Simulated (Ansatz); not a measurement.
Crystal: HPbNO4.

```
CELL_PARAMETERS angstrom
4.27531 -0.00040 0.00636
-2.08399 5.20775 -0.04907
-2.12377 -1.86574 4.91491
ATOMIC_POSITIONS crystal
H 0.99073 0.03330 0.90994
Pb 0.50274 0.81989 0.14287
N 0.00838 0.47408 0.50265
O 0.99816 0.92741 0.02877
O 0.19467 0.73435 0.60852
O 0.81673 0.35882 0.24556
O 0.01381 0.33121 0.65217
```

The cell was built by a generator and needn't be a form met in nature.

Base run:

* Program: Ansatz 0.2.0
* Functional: PBEsol
* Potentials or basis: all-electron LAPW, scalar-relativistic
* Cutoff: 735 eV (chosen from the basis error)
* Basis error allowed: 0.002 eV/atom
* k mesh: 6 × 4 × 4
* Occupations: fermi-dirac, width 0.05 eV
* Spin: no spin polarisation

Its results: band gap on the k mesh 2.88 eV, indirect (least direct gap 3.20 eV); pressure -2.5 GPa; largest force 0.448 eV/Å.

Task: The run is repeated on the same cell with these changes: functional from PBEsol to RPBE. What comes out?

Result: Band gap on the k mesh 2.92 eV, indirect (least direct gap 3.21 eV); pressure 2.3 GPa; largest force 0.247 eV/Å.

RPBE binds less tightly than PBEsol, so the same cell stands under more pressure.

Caveats: spin-orbit coupling is left out, which as a rule narrows the gap of such compounds by several tenths of an eV.

A k mesh can miss the band edges.
